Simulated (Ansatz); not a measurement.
# Ba2Na3: the cost of one run

Method: DFT PBE, scalar-relativistic, plane waves, PAW, in Ansatz 0.2.0.

### 1 Starting point

Symmetry: Pm-3m, No. 221, cubic system. Conventional cell: a = 5.082 Å, b = 5.082 Å, c = 5.082 Å, α = 90.00°, β = 90.00°, γ = 90.00°. Na (site symmetry 4/mmm) is surrounded by 2 Ba at 2.54 Å. Ba (site symmetry m-3m) is surrounded by 12 Na at 3.59 Å. Ba (site symmetry m-3m) is surrounded by 6 Na at 2.54 Å.

Structure file:

```cif
data_structure
_symmetry_space_group_name_H-M 'Pm-3m'
_symmetry_Int_Tables_number 221
_cell_length_a 5.0822
_cell_length_b 5.0822
_cell_length_c 5.0822
_cell_angle_alpha 90.000
_cell_angle_beta 90.000
_cell_angle_gamma 90.000
_cell_volume 131.26
loop_
_atom_site_label
_atom_site_type_symbol
_atom_site_symmetry_multiplicity
_atom_site_Wyckoff_symbol
_atom_site_fract_x
_atom_site_fract_y
_atom_site_fract_z
_atom_site_occupancy
Na1 Na 3 d 0.50000 0.00000 0.00000 1
Ba1 Ba 1 b 0.50000 0.50000 0.50000 1
Ba2 Ba 1 a 0.00000 0.00000 0.00000 1
```

The cell is invented: random cell by space group and Wyckoff sites (Pm-3m, No. 221). Its size is a rough estimate.

### 2 Probe: one point on a coarse mesh

Input file input.yaml:

```yaml
crystal:
  lattice:
    - [5.08215955, 0.0, 0.0]
    - [0.0, 5.08215955, 0.0]
    - [0.0, 0.0, 5.08215955]
  atoms:
    - { symbol: Na, position: [0.5, 0.0, 0.0] }
    - { symbol: Na, position: [0.0, 0.5, 0.0] }
    - { symbol: Na, position: [0.0, 0.0, 0.5] }
    - { symbol: Ba, position: [0.5, 0.5, 0.5] }
    - { symbol: Ba, position: [0.0, 0.0, 0.0] }
basis:
  ecutwfc: 420
kpoints:
  mp_grid: { grid: [4, 4, 4] }
hamiltonian:
  xc: pbe
scf:
  occupations: { method: gaussian, width: 0.1 }
  lower_state_search: "off"
output:
  forces: true
  stress: true
  eigenvalues: true
```

Launch:

```sh
$ ansatz run input.yaml --threads 1 --pin off --max-ram 2048MiB --backend cpu --events-out ev --progress --plain --runs-dir out
```

What time and memory should one allow on 1 thread of Intel Xeon 6975P-C (Granite Rapids), shared host?

About 1.6 s, with a peak of 0.42 GiB.
